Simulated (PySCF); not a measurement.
# NiH₆O₆ (-3): ligand-field states

Aim: compute the ligand-field states of NiH₆O₆ (-3).

Computed with PySCF 2.14.0 and routines of our own; the level stands in each step. Atoms count from 0.

## (1) The system as given

13 atoms, charge -3, states of the metal's open shell are computed; geometry from: model geometry, bond lengths from ionic radii.

## (2) Ligand-field states: state-averaged CASSCF in water

Job settings and geometry (Å):

```
{"job": {"kind": "lf", "basis": {"metal": "x2c-TZVPall", "ligand": "x2c-SVPall"}, "nevpt": true, "solvent": "water"}, "charge": -3, "metal": "Ni", "open_shell": "d7"}
Ni     0.000000     0.000000     0.000000
O      0.000000     0.000000     1.930000
H      0.800000     0.000000     2.470000
O      0.000000     0.000000    -1.930000
H     -0.800000     0.000000    -2.470000
O      1.930000     0.000000     0.000000
H      2.470000     0.800000     0.000000
O     -1.930000     0.000000     0.000000
H     -2.470000    -0.800000     0.000000
O      0.000000     1.930000     0.000000
H      0.000000     2.470000     0.800000
O     -0.000000    -1.930000     0.000000
H     -0.000000    -2.470000    -0.800000
```

Method: state-averaged CASSCF of the metal d shell, SC-NEVPT2 on the averaged canonical orbitals, state-interaction spin-orbit coupling.

Run with:

```sh
$ OMP_NUM_THREADS=1 python lf_run.py task.json out
```

The driver reads the jobs from task.json and runs them one after another.

The log of the run:

```text
basis functions 162, electrons 85, active (7e, 5o)
stage 1: DIIS on the effective Fock matrix, level shift 0.30
cycle   1  E = -1957.8515462520  dE = -1.958e+03  max|g| = 5.022e+00
cycle   2  E = -1966.4962450745  dE = -8.645e+00  max|g| = 2.886e+00
cycle   3  E = -1965.7113564670  dE =  7.849e-01  max|g| = 3.564e+00
cycle   4  E = -1970.4206133152  dE = -4.709e+00  max|g| = 7.328e-01
cycle   5  E = -1971.5993906077  dE = -1.179e+00  max|g| = 3.228e-01
cycle   6  E = -1971.6218396164  dE = -2.245e-02  max|g| = 1.694e-01
cycle   7  E = -1971.6050327000  dE =  1.681e-02  max|g| = 1.867e-01
cycle   8  E = -1971.6651328469  dE = -6.010e-02  max|g| = 1.358e-01
cycle   9  E = -1971.7486925837  dE = -8.356e-02  max|g| = 1.908e-01
cycle  10  E = -1971.7114830889  dE =  3.721e-02  max|g| = 1.584e-01
cycle  11  E = -1971.7595516025  dE = -4.807e-02  max|g| = 7.210e-02
cycle  12  E = -1971.5598673559  dE =  1.997e-01  max|g| = 2.461e-01
cycle  13  E = -1971.1252136499  dE =  4.347e-01  max|g| = 4.522e-01
cycle  14  E = -1970.7191749726  dE =  4.060e-01  max|g| = 6.177e-01
cycle  15  E = -1970.4231784694  dE =  2.960e-01  max|g| = 7.588e-01
stage 2: quasi-Newton rotations from the point of smallest gradient
cycle  17  E = -1971.7814417183  dE = -2.189e-02  max|g| = 3.505e-02
cycle  18  E = -1971.7825920345  dE = -1.150e-03  max|g| = 2.403e-02
cycle  19  E = -1971.7832177757  dE = -6.257e-04  max|g| = 2.362e-03
cycle  20  E = -1971.7832315109  dE = -1.374e-05  max|g| = 5.391e-04
cycle  21  E = -1971.7832331901  dE = -1.679e-06  max|g| = 1.482e-04
cycle  22  E = -1971.7832333740  dE = -1.839e-07  max|g| = 6.636e-05
cycle  23  E = -1971.7832333965  dE = -2.251e-08  max|g| = 3.139e-05
cycle  24  E = -1971.7832333998  dE = -3.277e-09  max|g| = 8.696e-06
converged average energy = -1971.7832333998

 mult deg   label        CASSCF/cm-1   NEVPT2/cm-1
   4   2   4Eg                 0.0           0.0
   4   1   4Ag               329.3         546.0
   2   2   2Eg             10833.6        2258.8
   4   1   4Ag              9946.2       15573.7
   4   2   4Eg             10188.2       15830.9
   2   1   2Ag             20116.0       18264.8
   2   2   2Eg             20301.5       18542.5
   2   2   2Eg             20552.1       18827.9
   2   1   2Ag             20604.3       18877.7
   2   2   2Eg             26494.1       23388.4
   2   1   2Ag             26605.4       23595.3
   4   1   4Ag             27049.5       29655.4
   4   2   4Eg             27828.9       30265.2
   4   1   4Ag             21850.1       32551.8
   2   2   2Eg             31578.6       33392.5
   2   1   2Ag             29960.5       34225.9
   2   1   2Ag             32074.9       34359.5
   2   1   2Ag             34545.2       38241.0
   2   2   2Eg             34729.3       38296.3
   2   2   2Eg             37418.0       40847.5
   2   1   2Ag             41511.0       45017.4
   2   2   2Eg             41329.9       45078.9
   2   1   2Ag             42137.8       46657.4
   2   2   2Eg             50498.8       47425.8
   2   1   2Ag             50896.7       47984.8
   2   2   2Eg             43084.5       48196.1
   2   2   2Eg             44740.3       52591.3
   2   1   2Ag             55039.6       55514.0
   2   2   2Eg             54721.3       57330.6
   2   1   2Ag             55615.0       58466.4
   2   2   2Eg             80743.5       77378.3
   2   1   2Ag             80466.4       78207.0
   2   2   2Eg             82250.0       80219.6

spin-orbit levels / cm-1
      0.00  x2  4Eg 0.85 4Ag 0.15
    315.06  x2  4Eg 0.94
    549.51  x2  4Eg 0.74 4Ag 0.22 2Eg 0.03
    979.28  x2  4Eg 0.78 4Ag 0.11 2Eg 0.11
   1135.15  x2  4Ag 0.68 4Eg 0.19 2Eg 0.13
   1480.94  x2  4Ag 0.66 4Eg 0.32
   3289.00  x2  2Eg 0.84 4Eg 0.11 4Ag 0.04
   3358.31  x2  2Eg 0.83 4Ag 0.10 4Eg 0.07
  16085.85  x2  4Ag 0.87 2Eg 0.08 4Eg 0.04
  16149.35  x2  4Ag 0.79 4Eg 0.16
  16288.10  x2  4Eg 0.89 2Ag 0.05
  16354.87  x2  4Eg 0.90 4Ag 0.06
  16363.69  x2  4Eg 0.92 4Ag 0.04
  16680.29  x2  4Eg 0.84 4Ag 0.11
  19040.82  x2  2Ag 0.49 2Ag 0.22 2Eg 0.12
  19072.21  x2  2Eg 0.49 2Eg 0.42 4Ag 0.04
  19619.85  x2  2Ag 0.39 2Ag 0.25 2Eg 0.19
  19706.10  x2  2Eg 0.76 2Ag 0.11 2Eg 0.09
  19723.03  x2  2Eg 0.56 2Eg 0.40
  19980.04  x2  2Eg 0.58 2Ag 0.40
  23819.00  x2  2Eg 0.96
  23874.97  x2  2Eg 0.51 2Ag 0.46
  24509.70  x2  2Ag 0.51 2Eg 0.47
  30191.89  x2  4Ag 0.83 4Eg 0.16
  30300.49  x2  4Ag 0.77 4Eg 0.22
  30634.53  x2  4Eg 0.99
  31063.46  x2  4Eg 0.76 4Ag 0.21
  31262.33  x2  4Eg 0.90 4Ag 0.07
  31465.21  x2  4Eg 0.90 4Ag 0.08
  33003.04  x2  4Ag 0.80 2Eg 0.19
```

Run time: 13 s. Hardware: 1 thread of AMD EPYC 7R43, shared host; peak memory 0.42 GiB.

In short:

| quantity | value |
| --- | --- |
| spin-orbit constant ζ | 685 cm⁻¹ |

Powder susceptibility:

| T (K) | χT (cm³ K/mol) | μ(eff) |
| --- | --- | --- |
| 2 | 1.900 | 3.90 |
| 5 | 1.923 | 3.92 |
| 10 | 1.960 | 3.96 |
| 20 | 2.036 | 4.04 |
| 30 | 2.111 | 4.11 |
| 50 | 2.262 | 4.25 |
| 75 | 2.446 | 4.42 |
| 100 | 2.615 | 4.57 |
| 150 | 2.879 | 4.80 |
| 200 | 3.047 | 4.94 |
| 250 | 3.145 | 5.01 |
| 300 | 3.198 | 5.06 |

## (3) Ligand-field states: state-averaged CASSCF (axial bond length × 0.9) in water

Job settings and geometry (Å):

```
{"job": {"kind": "lf", "basis": {"metal": "x2c-TZVPall", "ligand": "x2c-SVPall"}, "nevpt": true, "solvent": "water", "reuse": true}, "charge": -3, "metal": "Ni", "open_shell": "d7"}
Ni     0.000000     0.000000     0.000000
O      0.000000     0.000000     1.737000
H      0.800000     0.000000     2.277000
O      0.000000     0.000000    -1.737000
H     -0.800000     0.000000    -2.277000
O      1.930000     0.000000     0.000000
H      2.470000     0.800000     0.000000
O     -1.930000     0.000000     0.000000
H     -2.470000    -0.800000     0.000000
O      0.000000     1.930000     0.000000
H      0.000000     2.470000     0.800000
O     -0.000000    -1.930000     0.000000
H     -0.000000    -2.470000    -0.800000
```

Method: state-averaged CASSCF of the metal d shell, SC-NEVPT2 on the averaged canonical orbitals, state-interaction spin-orbit coupling.

The log of the run:

```text
basis functions 162, electrons 85, active (7e, 5o)
start from the orbitals of the previous structure
stage 1: DIIS on the effective Fock matrix, level shift 0.30
cycle   1  E = -1968.9476122151  dE = -1.969e+03  max|g| = 4.096e+00
cycle   2  E = -1970.8510159456  dE = -1.903e+00  max|g| = 7.495e-01
cycle   3  E = -1971.1595495551  dE = -3.085e-01  max|g| = 9.855e-01
cycle   4  E = -1971.6398124798  dE = -4.803e-01  max|g| = 2.496e-01
cycle   5  E = -1971.6764078918  dE = -3.660e-02  max|g| = 1.219e-01
cycle   6  E = -1971.5709752115  dE =  1.054e-01  max|g| = 2.145e-01
cycle   7  E = -1971.2599276590  dE =  3.110e-01  max|g| = 3.863e-01
cycle   8  E = -1970.8248352126  dE =  4.351e-01  max|g| = 7.067e-01
cycle   9  E = -1970.4233285963  dE =  4.015e-01  max|g| = 9.196e-01
cycle  10  E = -1970.0845096456  dE =  3.388e-01  max|g| = 1.060e+00
cycle  11  E = -1969.8112741618  dE =  2.732e-01  max|g| = 1.156e+00
cycle  12  E = -1969.6512344464  dE =  1.600e-01  max|g| = 1.225e+00
cycle  13  E = -1969.5664349840  dE =  8.480e-02  max|g| = 1.245e+00
cycle  14  E = -1969.5443737901  dE =  2.206e-02  max|g| = 1.220e+00
cycle  15  E = -1969.5529338545  dE = -8.560e-03  max|g| = 1.164e+00
stage 2: quasi-Newton rotations from the point of smallest gradient
cycle  17  E = -1971.7058040392  dE = -2.940e-02  max|g| = 1.992e-01
cycle  18  E = -1971.7304000135  dE = -2.460e-02  max|g| = 2.285e-02
cycle  19  E = -1971.7311570511  dE = -7.570e-04  max|g| = 2.698e-03
cycle  20  E = -1971.7311876602  dE = -3.061e-05  max|g| = 1.160e-03
cycle  21  E = -1971.7311941222  dE = -6.462e-06  max|g| = 3.904e-04
cycle  22  E = -1971.7311946569  dE = -5.347e-07  max|g| = 1.830e-04
cycle  23  E = -1971.7311947529  dE = -9.610e-08  max|g| = 4.484e-05
cycle  24  E = -1971.7311947596  dE = -6.690e-09  max|g| = 1.501e-05
cycle  25  E = -1971.7311947608  dE = -1.183e-09  max|g| = 7.083e-06
converged average energy = -1971.7311947608

 mult deg   label        CASSCF/cm-1   NEVPT2/cm-1
   2   1   2Ag                 0.0           0.0
   4   1   4Ag             -5186.7        3894.4
   4   1   4Ag             -4223.8        6082.5
   4   1   4Ag             -3507.6        7174.1
   2   1   2Ag              7488.9       10044.5
   2   1   2Ag             10032.5       16368.0
   2   1   2Ag             13523.7       20033.0
   4   1   4Ag              5606.8       20171.1
   2   1   2Ag             14611.1       22374.3
   4   1   4Ag              6790.9       22496.5
   2   1   2Ag             16930.0       24738.5
   2   1   2Ag             19519.0       25812.4
   2   1   2Ag             17124.0       25867.8
   4   1   4Ag             10851.3       26848.4
   2   1   2Ag             17829.6       26946.9
   2   1   2Ag             20381.4       27540.0
   2   1   2Ag             21836.3       29589.7
   4   1   4Ag             20315.7       31930.6
   2   1   2Ag             28623.3       39728.9
   4   1   4Ag             27298.0       40521.0
   2   1   2Ag             26808.8       40692.9
   2   1   2Ag             29281.5       40733.4
   4   1   4Ag             28626.2       42620.5
   4   1   4Ag             22435.9       42660.8
   2   1   2Ag             31141.8       43386.3
   2   1   2Ag             31385.6       44483.1
   2   1   2Ag             32947.2       45287.8
   2   1   2Ag             32013.4       45388.4
   2   1   2Ag             33619.9       45970.7
   2   1   2Ag             37993.9       48403.4
   2   1   2Ag             38306.9       49461.0
   2   1   2Ag             37181.8       49695.3
   2   1   2Ag             35956.9       49714.1
   2   1   2Ag             39284.3       52615.9
   2   1   2Ag             47289.3       56520.5
   2   1   2Ag             42216.1       57252.8
   2   1   2Ag             48135.8       58263.1
   2   1   2Ag             43249.7       59599.9
   2   1   2Ag             50824.3       59609.8
   2   1   2Ag             43969.7       61215.9
   2   1   2Ag             44685.5       62527.2
   2   1   2Ag             53265.4       64146.9
   2   1   2Ag             52954.6       66875.8
   2   1   2Ag             54472.7       68115.9
   2   1   2Ag             54948.8       68810.3
   2   1   2Ag             74657.4       80549.5
   2   1   2Ag             78828.4       87668.9
   2   1   2Ag             79620.4       88701.8
   2   1   2Ag             81061.5       89299.6
   2   1   2Ag             82647.2       90420.9

spin-orbit levels / cm-1
      0.00  x2  2Ag 0.97
   3883.75  x2  4Ag 0.90 4Ag 0.07
   3998.33  x2  4Ag 0.97
   6142.25  x2  4Ag 0.89 4Ag 0.09
   6402.60  x2  4Ag 0.90 4Ag 0.07
   7210.76  x2  4Ag 0.89 2Ag 0.06 4Ag 0.04
   7415.23  x2  4Ag 0.92 4Ag 0.06
  10415.06  x2  2Ag 0.93 4Ag 0.05
  16372.00  x2  2Ag 0.96
  20150.01  x2  2Ag 0.96
  20274.42  x2  4Ag 0.96
  20431.46  x2  4Ag 0.95
  22412.72  x2  2Ag 0.90 4Ag 0.06
  22586.14  x2  4Ag 0.93 2Ag 0.04
  22740.33  x2  4Ag 0.96
  24974.39  x2  2Ag 0.92
  25823.78  x2  2Ag 0.78 2Ag 0.15
  26114.83  x2  2Ag 0.79 2Ag 0.15
  26753.70  x2  4Ag 0.60 2Ag 0.34
  27135.71  x2  4Ag 0.85 2Ag 0.05
  27467.30  x2  2Ag 0.44 2Ag 0.28 4Ag 0.24
  27768.26  x2  2Ag 0.61 4Ag 0.20 2Ag 0.15
  29751.94  x2  2Ag 0.97
  32138.48  x2  4Ag 0.99
  32233.10  x2  4Ag 0.97
  39691.00  x2  2Ag 0.81 4Ag 0.09 2Ag 0.07
  40427.62  x2  4Ag 0.51 2Ag 0.35 2Ag 0.11
  40606.90  x2  4Ag 0.85 2Ag 0.10
  40915.06  x2  2Ag 0.84 4Ag 0.11 2Ag 0.04
  41221.92  x2  2Ag 0.47 4Ag 0.38 2Ag 0.04
```

Run time: 11 s. Hardware: 1 thread of AMD EPYC 7R43, shared host; peak memory 0.42 GiB.

From this job:

| quantity | value |
| --- | --- |
| spin-orbit constant ζ | 680 cm⁻¹ |

Powder susceptibility:

| T (K) | χT (cm³ K/mol) | μ(eff) |
| --- | --- | --- |
| 2 | 0.439 | 1.88 |
| 20 | 0.442 | 1.88 |
| 100 | 0.452 | 1.90 |
| 300 | 0.476 | 1.95 |

## (4) Ligand-field states: state-averaged CASSCF (axial bond length × 0.95) in water

The job, as its differences from that of step 3:

```diff
@@ -2,6 +2,6 @@
 Ni     0.000000     0.000000     0.000000
-O      0.000000     0.000000     1.737000
-H      0.800000     0.000000     2.277000
-O      0.000000     0.000000    -1.737000
-H     -0.800000     0.000000    -2.277000
+O      0.000000     0.000000     1.833500
+H      0.800000     0.000000     2.373500
+O      0.000000     0.000000    -1.833500
+H     -0.800000     0.000000    -2.373500
 O      1.930000     0.000000     0.000000
```

Method: state-averaged CASSCF of the metal d shell, SC-NEVPT2 on the averaged canonical orbitals, state-interaction spin-orbit coupling.

The log of the run:

```text
basis functions 162, electrons 85, active (7e, 5o)
start from the orbitals of the previous structure
stage 1: DIIS on the effective Fock matrix, level shift 0.30
cycle   1  E = -1970.7746096785  dE = -1.971e+03  max|g| = 2.141e+00
cycle   2  E = -1971.6966890714  dE = -9.221e-01  max|g| = 1.672e-01
cycle   3  E = -1971.7041055896  dE = -7.417e-03  max|g| = 1.324e-01
cycle   4  E = -1971.7315316347  dE = -2.743e-02  max|g| = 1.070e-01
cycle   5  E = -1971.6581423405  dE =  7.339e-02  max|g| = 2.154e-01
cycle   6  E = -1971.5189029213  dE =  1.392e-01  max|g| = 2.880e-01
cycle   7  E = -1971.2847469715  dE =  2.342e-01  max|g| = 4.040e-01
cycle   8  E = -1970.9272653375  dE =  3.575e-01  max|g| = 6.772e-01
cycle   9  E = -1970.7152216695  dE =  2.120e-01  max|g| = 7.415e-01
cycle  10  E = -1970.5914549748  dE =  1.238e-01  max|g| = 8.483e-01
cycle  11  E = -1970.5327153492  dE =  5.874e-02  max|g| = 8.459e-01
cycle  12  E = -1970.4801421857  dE =  5.257e-02  max|g| = 9.031e-01
cycle  13  E = -1970.5011108176  dE = -2.097e-02  max|g| = 8.024e-01
cycle  14  E = -1970.4847022457  dE =  1.641e-02  max|g| = 8.901e-01
cycle  15  E = -1970.5674109414  dE = -8.271e-02  max|g| = 7.674e-01
stage 2: quasi-Newton rotations from the point of smallest gradient
cycle  17  E = -1971.7589219267  dE = -2.739e-02  max|g| = 7.901e-02
cycle  18  E = -1971.7612227636  dE = -2.301e-03  max|g| = 7.048e-02
cycle  19  E = -1971.7654098250  dE = -4.187e-03  max|g| = 6.675e-03
cycle  20  E = -1971.7654605087  dE = -5.068e-05  max|g| = 1.957e-03
cycle  21  E = -1971.7654680325  dE = -7.524e-06  max|g| = 1.089e-03
cycle  22  E = -1971.7654688589  dE = -8.264e-07  max|g| = 2.330e-04
cycle  23  E = -1971.7654689176  dE = -5.871e-08  max|g| = 3.997e-05
cycle  24  E = -1971.7654689216  dE = -4.033e-09  max|g| = 2.508e-05
cycle  25  E = -1971.7654689224  dE = -8.292e-10  max|g| = 5.268e-06
converged average energy = -1971.7654689224

 mult deg   label        CASSCF/cm-1   NEVPT2/cm-1
   2   1   2Ag                 0.0           0.0
   4   1   4Ag             -8191.0         809.3
   4   1   4Ag             -7811.2        1709.3
   4   1   4Ag             -7412.1        2314.7
   2   1   2Ag              3411.9        4725.4
   2   1   2Ag              9872.9       16404.1
   4   1   4Ag              2222.8       16836.7
   4   1   4Ag              2769.8       17864.5
   2   1   2Ag             11575.0       18539.3
   2   1   2Ag             12011.2       19528.9
   4   1   4Ag              4570.3       19870.1
   2   1   2Ag             13051.8       20838.8
   2   1   2Ag             13169.1       20861.0
   2   1   2Ag             13559.3       21756.5
   2   1   2Ag             17777.7       23847.1
   2   1   2Ag             18285.8       24670.9
   2   1   2Ag             18576.0       25248.3
   4   1   4Ag             18508.5       30347.8
   4   1   4Ag             21365.3       33623.7
   4   1   4Ag             22082.9       34561.5
   2   1   2Ag             24241.0       35045.5
   2   1   2Ag             24545.0       35236.2
   4   1   4Ag             16014.8       35644.3
   2   1   2Ag             22801.3       36371.6
   2   1   2Ag             25736.0       37911.1
   2   1   2Ag             27025.9       39733.2
   2   1   2Ag             27551.3       40674.7
   2   1   2Ag             28258.7       41058.8
   2   1   2Ag             30027.8       42491.7
   2   1   2Ag             30757.6       43795.5
   2   1   2Ag             34277.4       46190.5
   2   1   2Ag             34428.0       46415.1
   2   1   2Ag             33848.0       46742.4
   2   1   2Ag             35092.6       48452.5
   2   1   2Ag             42665.6       49574.7
   2   1   2Ag             43041.8       50353.7
   2   1   2Ag             36598.9       50949.8
   2   1   2Ag             44566.0       51376.1
   2   1   2Ag             37157.0       52062.0
   2   1   2Ag             38502.3       55634.8
   2   1   2Ag             38826.5       56217.0
   2   1   2Ag             48166.5       58043.6
   2   1   2Ag             47865.4       60614.3
   2   1   2Ag             48573.3       61105.5
   2   1   2Ag             49225.3       62138.9
   2   1   2Ag             72185.2       77673.7
   2   1   2Ag             73758.6       81401.5
   2   1   2Ag             74478.6       81975.9
   2   1   2Ag             76219.4       83238.8
   2   1   2Ag             75595.8       83330.9

spin-orbit levels / cm-1
      0.00  x2  2Ag 0.80 4Ag 0.17
    912.87  x2  4Ag 0.63 4Ag 0.26 2Ag 0.05
   1117.34  x2  4Ag 0.86 4Ag 0.06 4Ag 0.05
   1983.97  x2  4Ag 0.74 4Ag 0.19 4Ag 0.04
   2481.03  x2  4Ag 0.47 4Ag 0.27 4Ag 0.18
   2697.15  x2  4Ag 0.61 4Ag 0.25 2Ag 0.06
   2968.32  x2  4Ag 0.75 4Ag 0.16 4Ag 0.05
   5407.76  x2  2Ag 0.90 4Ag 0.07
  16242.46  x2  2Ag 0.68 4Ag 0.25 4Ag 0.05
  17192.42  x2  4Ag 0.96
  17473.84  x2  4Ag 0.67 4Ag 0.17 2Ag 0.14
  18205.30  x2  4Ag 0.94
  18576.86  x2  4Ag 0.73 2Ag 0.14 4Ag 0.06
  18722.30  x2  2Ag 0.75 4Ag 0.12 4Ag 0.04
  19556.97  x2  2Ag 0.60 4Ag 0.25 2Ag 0.09
  20313.63  x2  4Ag 0.85 2Ag 0.07 2Ag 0.05
  20607.39  x2  4Ag 0.62 2Ag 0.29 2Ag 0.03
  21346.55  x2  2Ag 0.76 2Ag 0.14 2Ag 0.05
  21615.70  x2  2Ag 0.71 2Ag 0.15 4Ag 0.09
  22403.35  x2  2Ag 0.91 4Ag 0.04
  24170.04  x2  2Ag 0.94
  24935.25  x2  2Ag 0.87 2Ag 0.10
  25720.59  x2  2Ag 0.86 2Ag 0.10
  30774.72  x2  4Ag 0.98
  30855.24  x2  4Ag 0.97
  33940.33  x2  4Ag 0.88 4Ag 0.10
  33988.40  x2  4Ag 0.90 2Ag 0.03
  34725.44  x2  4Ag 0.66 2Ag 0.17 2Ag 0.10
  35112.27  x2  4Ag 0.80 4Ag 0.11 2Ag 0.05
  35322.94  x2  2Ag 0.49 4Ag 0.23 4Ag 0.13
```

Wall time 11 s (1 thread of AMD EPYC 7R43, shared host); peak memory 0.42 GiB.

From this job:

| quantity | value |
| --- | --- |
| spin-orbit constant ζ | 684 cm⁻¹ |

Powder susceptibility:

| T (K) | χT (cm³ K/mol) | μ(eff) |
| --- | --- | --- |
| 2 | 0.544 | 2.09 |
| 20 | 0.551 | 2.10 |
| 100 | 0.583 | 2.16 |
| 300 | 0.698 | 2.36 |

(Part 1 of 2 ends here.)
